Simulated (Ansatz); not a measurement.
# H7InN2OSi: up Jacob's ladder to CCSD(T)

How much do the methods differ for H7InN2OSi? The plan is to run it at one geometry with functionals of several rungs and with coupled cluster. The yardstick is the atomisation energy at the CCSD(T) limit.

Program: Ansatz 0.2.0, Gaussian basis. Level of theory: functionals in def2-TZVPP, the program's frozen cores in correlated methods. These are calculated values, not measurements.

Plan: LDA (SPW92), PBE-D4, revPBE-D4, BLYP-D4, r2SCAN-D4, B97M-V, PBE0-D4, B3LYP-D4, r2SCANh-D4, r2SCAN0-D4, HSE06-D4, BHLYP-D4, CAM-B3LYP-D4, LC-ωPBE, ωB97X-V, ωB97M-V, B2PLYP, PBE-QIDH; CCSD(T)/def2-SVP; CCSD(T)/def2-TZVPP; MP2/def2-QZVPP; extrapolation to the limit; RPA on PBE.

**1. Structure used throughout**

All runs share one geometry, relaxed beforehand with PBE0-D4 in a triple-zeta def2 set. In takes the def2 core potential; no spin-orbit term is included.

SMILES `[NH2][In]([NH2])[O][SiH3]`, 12 atoms, charge 0, spin multiplicity 1.

Atoms are counted from 1 here; the program's logs count them from 0.

Bond lengths: N1–In2 2.006 Å, N1–H6 1.010 Å, N1–H7 1.011 Å, In2–N3 2.010 Å, In2–O4 1.993 Å, N3–H8 1.011 Å, N3–H9 1.010 Å, O4–Si5 1.620 Å, Si5–H10 1.490 Å, Si5–H11 1.499 Å, Si5–H12 1.491 Å. Angles: In2–N1–H6 116.7°, In2–N1–H7 113.9°, H6–N1–H7 109.0°, N1–In2–N3 133.5°, N1–In2–O4 112.2°, N3–In2–O4 114.4°, In2–N3–H8 114.0°, In2–N3–H9 116.7°, H8–N3–H9 109.0°, In2–O4–Si5 135.9°, O4–Si5–H10 110.8°, O4–Si5–H11 111.7°, O4–Si5–H12 111.3°, H10–Si5–H11 107.4°, H10–Si5–H12 108.1°, H11–Si5–H12 107.3°.

**2. LDA**

This LDA is Slater exchange with PW92 correlation.

File in.yaml:

```yaml
crystal:
  periodic: [false, false, false]
  atoms:
    - {symbol: N, position_ang: [-1.997256, 0.098156, 2.005828]}
    - {symbol: In, position_ang: [-0.594619, -0.416206, 0.667308]}
    - {symbol: N, position_ang: [0.301560, -2.154082, 0.202629]}
    - {symbol: O, position_ang: [0.011691, 1.138379, -0.422017]}
    - {symbol: Si, position_ang: [1.170679, 1.406342, -1.521720]}
    - {symbol: H, position_ang: [-2.663167, -0.616167, 2.263119]}
    - {symbol: H, position_ang: [-2.497210, 0.944383, 1.769982]}
    - {symbol: H, position_ang: [1.201033, -2.046424, -0.246359]}
    - {symbol: H, position_ang: [0.384384, -2.834828, 0.944146]}
    - {symbol: H, position_ang: [1.982125, 2.601666, -1.156528]}
    - {symbol: H, position_ang: [2.109583, 0.243450, -1.630215]}
    - {symbol: H, position_ang: [0.591198, 1.635331, -2.876173]}
basis:
  gaussian: {orbitals: def2-TZVPP}
hamiltonian: {xc: lda}
output: {orbitals: {seedname: orbitals}}
```

On the command line:

```console
$ ansatz run in.yaml --threads 4 --pin off --events-out ev --progress --plain --max-ram 11315MiB
```

After this run come: PBE-D4 (GGA); revPBE-D4 (GGA); BLYP-D4 (GGA); r2SCAN-D4 (meta-GGA); B97M-V (meta-GGA); B3LYP-D4 (hybrid); r2SCANh-D4 (hybrid); r2SCAN0-D4 (hybrid); HSE06-D4 (hybrid); BHLYP-D4 (hybrid); CAM-B3LYP-D4 (range-separated); LC-ωPBE (range-separated); ωB97X-V (range-separated); ωB97M-V (range-separated); B2PLYP (double hybrid); PBE-QIDH (double hybrid); CCSD(T) in def2-SVP; CCSD(T) in def2-TZVPP; MP2 in def2-QZVPP; RPA on PBE orbitals.

**Question.** What will the summary of the whole plan be? Wanted: atomisation energy, CCSD(T)/CBS; farthest beyond LDA; mean size of error, GGA; mean size of error, meta-GGA; mean size of error, hybrid; mean size of error, range-separated; mean size of error, double hybrid; gap, smallest and largest; T1 diagnostic.

**Answer**, as computed:

| quantity | value |
| --- | --- |
| atomisation energy, CCSD(T)/CBS | 916.3 kcal/mol |
| functionals within 9.2 kcal/mol (1.0 %) | PBE-D4, CAM-B3LYP-D4, ωB97X-V, ωB97M-V |
| farthest beyond LDA | BHLYP-D4 (-40.5 kcal/mol) |
| mean size of error, GGA | 13.0 kcal/mol |
| mean size of error, meta-GGA | 12.7 kcal/mol |
| mean size of error, hybrid | 25.1 kcal/mol |
| mean size of error, range-separated | 5.6 kcal/mol |
| mean size of error, double hybrid | 23.1 kcal/mol |
| gap, smallest and largest | 3.83 eV (BLYP-D4), 11.31 eV (LC-ωPBE) |
| T1 diagnostic | 0.0146 |
| triples share of the correlation energy | 3.5 % |

**Reading.** LDA overbinds by 120.9 kcal/mol (13 %). PBE-D4 is off by -1.8 kcal/mol. Double hybrids carry the basis error of their MP2 part in triple zeta, and no dispersion term here, so their miss is partly the set-up's. By mean error the best rung here is range-separated (5.6 kcal/mol) and the worst beyond LDA is hybrid (25.1 kcal/mol). double hybrid functionals lie within the reference's doubt of that worst mean (23.1 kcal/mol), so those two tie. The mean of the hybrids holds BHLYP, with half exact exchange. Misses under about 9.2 kcal/mol are within the doubt on the reference itself, which lacks core-valence correlation, spin-orbit coupling and higher excitations, and its outer-core shells are covered unevenly. All levels share the lack of spin-orbit coupling, which lowers the free heavy atoms and so the true binding. Hartree-Fock recovers 66 % of the binding; the rest is correlation. CCSD(T) in def2-SVP is off by -88.5 kcal/mol, so the small basis spoils what the method gains. The gap grows from 3.8 to 11.3 eV across the functionals, mostly with the share of exact exchange. Correlated methods include outer-core shells of In, which these sets cover unevenly.
